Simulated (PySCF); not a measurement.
# F6W: the cost of one run

Method: levels as typed in each script, gas phase, geometry from GFN2-xTB; program: PySCF 2.14.0.

## Step 1: Starting geometry

SMILES `F[W](F)(F)(F)(F)F`, 7 atoms, charge 0, spin multiplicity 1.

Bond lengths: F1–W2 1.837 Å, W2–F3 1.837 Å, W2–F4 1.837 Å, W2–F5 1.837 Å, W2–F6 1.837 Å, W2–F7 1.837 Å. Angles: F1–W2–F3 90.0°, F1–W2–F4 90.0°, F1–W2–F5 90.0°, F1–W2–F6 180.0°, F1–W2–F7 90.0°, F3–W2–F4 90.0°, F3–W2–F5 90.0°, F3–W2–F6 90.0°, F3–W2–F7 180.0°, F4–W2–F5 180.0°, F4–W2–F6 90.0°, F4–W2–F7 90.0°, F5–W2–F6 90.0°, F5–W2–F7 90.0°, F6–W2–F7 90.0°.

As a file:

```
F    -1.3011    0.1471   -1.2888
W     0.0000    0.0000    0.0001
F    -0.0416    1.8198    0.2496
F    -1.2972   -0.2063    1.2849
F     1.2969    0.2066   -1.2848
F     1.3011   -0.1472    1.2890
F     0.0423   -1.8197   -0.2503
```

## Step 2: Localised orbitals (r2SCAN/def2-tzvp)

File input.py:

```python
import numpy as np
from pyscf import gto, scf, dft, lo
from pyscf.data.elements import chemcore

def solve(mol, dm0=None, hcore=None):
    mf = (dft.UKS if mol.spin else dft.RKS)(mol, xc='r2scan')
    mf.grids.level = 3
    mf = mf.density_fit(auxbasis='def2-universal-jkfit')
    mf.conv_tol, mf.max_cycle = 1e-8, 80
    if hcore is not None:
        mf.get_hcore = lambda *args: hcore
    mf.kernel(dm0)
    if not mf.converged:
        mf = mf.newton().run(mf.mo_coeff, mf.mo_occ, max_cycle=30)
    assert mf.converged, 'SCF not converged'
    return mf

mol = gto.M(atom='''
F     -1.30112     0.14712    -1.28879
W     -0.00004    -0.00004     0.00005
F     -0.04161     1.81980     0.24964
F     -1.29720    -0.20630     1.28485
F      1.29690     0.20661    -1.28481
F      1.30106    -0.14718     1.28901
F      0.04228    -1.81971    -0.25034
''', basis='def2-tzvp', ecp={'W': 'def2-tzvp'}, charge=0, spin=0, verbose=4)
mf = solve(mol)
occ_all = mf.mo_coeff[:, mf.mo_occ > 0]
occ = occ_all[:, chemcore(mol):]
pm = lo.PM(mol, occ, pop_method='meta_lowdin')
loc = pm.kernel()
for _ in range(5):
    new, stable = pm.stability_jacobi(return_status=True)
    if stable:
        break
    loc = pm.kernel(new)
fock, s = mf.get_fock(), mf.get_ovlp()
ortho = lo.orth_ao(mol, 'meta_lowdin')
labels = mol.ao_labels(fmt=None)
vir = loc[:, :0]
both = np.hstack([loc, vir])
p = (ortho.T @ s @ both) ** 2
pop = np.array([p[[l[0] == a for l in labels]].sum(0) for a in range(mol.natm)])
spd = np.array([[p[[l[0] == a and l[2][-1] == k for l in labels]].sum(0) for k in 'spd'] for a in range(mol.natm)])
eps = np.einsum('pi,pq,qi->i', both, fock, both)
for i in np.argsort(eps):
    top = np.argsort(-pop[:, i])[:3]
    print('%3d %s %9.4f Eh ' % (i + 1, 'occ' if i < loc.shape[1] else 'vir', eps[i]), '  '.join('%s%d %.3f' % (mol.atom_symbol(a), a + 1, pop[a, i]) for a in top))
np.savez('result.npz', c=both, nocc=loc.shape[1], pop=pop, spd=spd, eps=eps, e=mf.e_tot)
```

Started as:

```console
$ OMP_NUM_THREADS=1 python input.py
```

**Question.** How long does this run take on 1 thread of Intel Xeon 6975P-C (Granite Rapids), shared host, and how much memory does it need?

About 42 s, with a peak of 0.82 GiB.
